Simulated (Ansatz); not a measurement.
**CH3BBr2 (methylboron dibromide): levels of theory compared**

We compute a comparison of 5 runs (HF/STO-3G, HF/3-21G, PBE0/cc-pVDZ, B3LYP/6-31G*, PBE0/def2-SVP) of CH3BBr2 (methylboron dibromide). 

The results are computed with Ansatz 0.2.0.

2 further runs of the same task are left out: 2 set aside as unsound or not needed.

### 1 The system as given

The species is CH3BBr2 (7 atoms), meant as a singlet with charge 0. As SMILES, `CB(Br)Br`. The shape is that of a PBE0-D4/def2-TZVP optimisation.

Bond lengths: C1–B2 1.550 Å, B2–Br3 1.913 Å, B2–Br4 1.909 Å, C1–H5 1.095 Å, C1–H6 1.095 Å, C1–H7 1.090 Å. Angles: C1–B2–Br3 120.2°, C1–B2–Br4 122.0°, Br3–B2–Br4 117.8°, B2–C1–H5 109.8°, B2–C1–H6 109.6°, B2–C1–H7 113.5°, H5–C1–H6 105.7°, H5–C1–H7 109.1°, H6–C1–H7 109.0°.

### 2 Energy and gradient at HF/STO-3G (run 1)

in.yaml

```yaml
crystal:
  periodic: [false, false, false]
  atoms:
    - {symbol: C, position_ang: [-0.007900, 0.768300, 0.030500]}
    - {symbol: B, position_ang: [-0.010300, -0.779200, -0.057400]}
    - {symbol: Br, position_ang: [1.488200, -1.781500, 0.583200]}
    - {symbol: Br, position_ang: [-1.479800, -1.747800, -0.797600]}
    - {symbol: H, position_ang: [0.137400, 1.079700, 1.070300]}
    - {symbol: H, position_ang: [0.851700, 1.165800, -0.520000]}
    - {symbol: H, position_ang: [-0.918100, 1.226800, -0.354700]}
basis:
  gaussian: {orbitals: STO-3G}
hamiltonian: {xc: hf}
output: {forces: true, orbitals: {seedname: orbitals}}
accuracy: high
```

Launch:

```sh
$ ansatz run in.yaml --threads 1 --pin off --max-ram 2610MiB --events-out events.jsonl --progress --plain --runs-dir runs
```

Log:

```text
Warning: RAYON_NUM_THREADS=1 ignored (pool sized by the plan → 1); use --threads N
Functional definition: HF
  name "HF"
  exchange = exact_x
  correlation = 0
762 factors; integrals over basis functions are off by at most 3.2e-9 eV
mean field evaluation 1: about -140216.2532 eV, gradient 2.4e1 eV
mean field evaluation 2: about -140216.3657 eV, gradient 2.4e1 eV
mean field evaluation 4: about -140218.9772 eV, gradient 1.6e0 eV
mean field evaluation 8: about -140218.9907 eV, gradient 3.7e-4 eV
mean field -140218.99070931 eV, -5152.9528647218 hartree, gradient 1.9e-8 eV, S^2 0.000000; 0 other end points of the search recorded, 0 dependent functions left out
the calculation of the forces begins
reference -140218.99070931 eV, -5152.9528647218 hartree; 42, 42 occupied and 7, 7 virtual orbitals, 762 factors
Total energy: -140218.99070931 eV, -5152.9528647218 hartree
Atom 0 at    -0.007900     0.768300     0.030500 Å, force     0.309651     1.108403     0.188119 eV/Å
Atom 1 at    -0.010300    -0.779200    -0.057400 Å, force    -0.014026    -1.798150    -0.105981 eV/Å
Atom 2 at     1.488200    -1.781500     0.583200 Å, force    -0.384166     0.449014    -0.153039 eV/Å
Atom 3 at    -1.479800    -1.747800    -0.797600 Å, force     0.356971     0.433587     0.191003 eV/Å
Atom 4 at     0.137400     1.079700     1.070300 Å, force    -0.171096    -0.049448    -0.347721 eV/Å
Atom 5 at     0.851700     1.165800    -0.520000 Å, force    -0.373814    -0.075296     0.102963 eV/Å
Atom 6 at    -0.918100     1.226800    -0.354700 Å, force     0.276480    -0.068108     0.124656 eV/Å
Dipole moment:     0.003843     0.323119     0.019481 e Å
```

It took 6 s on 1 thread of Intel Xeon at 2.50GHz (Skylake/Cascade Lake), shared host; peak memory 0.13 GiB.

### 3 Energy and forces at HF/3-21G (run 2)

run.yaml

```yaml
crystal:
  periodic: [false, false, false]
  atoms:
    - symbol: C
      position_ang: [-0.007900, 0.768300, 0.030500]
    - symbol: B
      position_ang: [-0.010300, -0.779200, -0.057400]
    - symbol: Br
      position_ang: [1.488200, -1.781500, 0.583200]
    - symbol: Br
      position_ang: [-1.479800, -1.747800, -0.797600]
    - symbol: H
      position_ang: [0.137400, 1.079700, 1.070300]
    - symbol: H
      position_ang: [0.851700, 1.165800, -0.520000]
    - symbol: H
      position_ang: [-0.918100, 1.226800, -0.354700]
basis:
  gaussian:
    orbitals: 3-21G-spherical.json
hamiltonian:
  xc: hf
accuracy: high
output: {forces: true, orbitals: {seedname: orbitals}}
```

The basis set 3-21G is read from a file made from the Basis Set Exchange's data (not shown).

Launch:

```sh
$ ansatz run run.yaml --threads 1 --pin off --max-ram 2610MiB --events-out events.jsonl --progress --plain --runs-dir runs
```

Log (excerpt; [...] marks lines left out):

```text
Warning: RAYON_NUM_THREADS=1 ignored (pool sized by the plan → 1); use --threads N
Functional definition: HF
  name "HF"
[...]
1242 factors; integrals over basis functions are off by at most 9.7e-9 eV
[...]
mean field -141066.78964454 eV, -5184.1089009326 hartree, gradient 1.7e-8 eV, S^2 0.000000; 0 other end points of the search recorded, 0 dependent functions left out
[...]
reference -141066.78964454 eV, -5184.1089009326 hartree; 42, 42 occupied and 26, 26 virtual orbitals, 1242 factors
Total energy: -141066.78964454 eV, -5184.1089009326 hartree
Atom 0 at    -0.007900     0.768300     0.030500 Å, force     0.062740     0.373755     0.045575 eV/Å
Atom 1 at    -0.010300    -0.779200    -0.057400 Å, force    -0.049499     0.470961     0.006326 eV/Å
Atom 2 at     1.488200    -1.781500     0.583200 Å, force     0.747006    -0.386903     0.325686 eV/Å
Atom 3 at    -1.479800    -1.747800    -0.797600 Å, force    -0.723499    -0.367271    -0.358529 eV/Å
Atom 4 at     0.137400     1.079700     1.070300 Å, force    -0.081152    -0.006392    -0.199182 eV/Å
Atom 5 at     0.851700     1.165800    -0.520000 Å, force    -0.201275    -0.020695     0.071230 eV/Å
Atom 6 at    -0.918100     1.226800    -0.354700 Å, force     0.245679    -0.063455     0.108894 eV/Å
Dipole moment:     0.005793     0.373880     0.023052 e Å
```

Wall time 7.5 s (1 thread of Intel Xeon at 2.50GHz (Skylake/Cascade Lake), shared host); peak memory 0.18 GiB.

Runs 3 to 4 aren't shown in full; the table further down has their settings and results.

### 4 Energy and gradient at PBE0/def2-SVP (run 5)

molecule.yaml

```yaml
crystal:
  periodic: [false, false, false]
  atoms:
    - {symbol: C, position_ang: [-0.007900, 0.768300, 0.030500]}
    - {symbol: B, position_ang: [-0.010300, -0.779200, -0.057400]}
    - {symbol: Br, position_ang: [1.488200, -1.781500, 0.583200]}
    - {symbol: Br, position_ang: [-1.479800, -1.747800, -0.797600]}
    - {symbol: H, position_ang: [0.137400, 1.079700, 1.070300]}
    - {symbol: H, position_ang: [0.851700, 1.165800, -0.520000]}
    - {symbol: H, position_ang: [-0.918100, 1.226800, -0.354700]}
basis:
  gaussian: {orbitals: def2-SVP}
total_charge: 0
hamiltonian: {xc: {name: PBE0}}
accuracy: high
output: {forces: true, orbitals: {seedname: orbitals}}
```

Launch:

```sh
$ ansatz run molecule.yaml --threads 1 --pin off --max-ram 2610MiB --events-out events.jsonl --progress --plain --runs-dir runs
```

Log (excerpt; [...] marks lines left out):

```text
Warning: RAYON_NUM_THREADS=1 ignored (pool sized by the plan → 1); use --threads N
Functional definition: PBE0
  name "PBE0"
[...]
2179 factors; integrals over basis functions are off by at most 4.6e-9 eV
[...]
mean field -141820.49903760 eV, -5211.8072102450 hartree, gradient 3.3e-8 eV, S^2 0.000000; 0 other end points of the search recorded, 0 dependent functions left out
[...]
reference -141820.49903961 eV, -5211.8072103186 hartree; 42, 42 occupied and 65, 65 virtual orbitals, 2179 factors
Total energy: -141820.49903961 eV, -5211.8072103186 hartree
Atom 0 at    -0.007900     0.768300     0.030500 Å, force    -0.025091    -0.092791    -0.018029 eV/Å
Atom 1 at    -0.010300    -0.779200    -0.057400 Å, force     0.010519    -0.157425    -0.003734 eV/Å
Atom 2 at     1.488200    -1.781500     0.583200 Å, force     0.040383    -0.024440     0.017369 eV/Å
Atom 3 at    -1.479800    -1.747800    -0.797600 Å, force    -0.038774    -0.017923    -0.019386 eV/Å
Atom 4 at     0.137400     1.079700     1.070300 Å, force     0.038987     0.072618     0.265453 eV/Å
Atom 5 at     0.851700     1.165800    -0.520000 Å, force     0.218147     0.093049    -0.138470 eV/Å
Atom 6 at    -0.918100     1.226800    -0.354700 Å, force    -0.244170     0.126911    -0.103203 eV/Å
Dipole moment:     0.005316     0.298035     0.018417 e Å
```

It took 34 s on 1 thread of Intel Xeon at 2.50GHz (Skylake/Cascade Lake), shared host; peak memory 0.44 GiB.

### 5 The series

```csv
run,level,Cartesian functions,energy (Eh),dipole moment (D),HOMO energy (eV),LUMO energy (eV),wall time
1,HF/STO-3G,no,-5152.952865,1.55,-8.57,5.83,6 s
2,HF/3-21G,no,-5184.108901,1.80,-10.85,2.23,7.5 s
3,PBE0/cc-pVDZ,no,-5212.424536,1.48,-8.09,-1.42,39 s
4,B3LYP/6-31G* (Cartesian functions),yes,-5212.610780,1.55,-7.84,-1.59,36 s
5,PBE0/def2-SVP,no,-5211.807210,1.43,-8.08,-1.44,34 s
```

### 6 What came out

| quantity | value |
| --- | --- |
| run 5: total energy | -5211.80721 Eh |
| run 5: dipole moment | 1.43 D |
| run 5: HOMO energy | -8.08 eV |
| run 5: LUMO energy | -1.44 eV |
| run 5: HOMO–LUMO gap | 6.65 eV |
| run 5: largest force on an atom | 0.294 eV/Å |

**Reading.** The dipole moment (its size) runs from 1.43 D (PBE0/def2-SVP) to 1.80 D (HF/3-21G). The two ends differ in method and basis. The HOMO–LUMO gap runs from 6.25 eV (B3LYP/6-31G*) to 14.40 eV (HF/STO-3G). Totals of different functionals can't be ranked against each other. In run 1 the basis is minimal, so the values are rough. All runs together took 2 min, the longest 39 s.
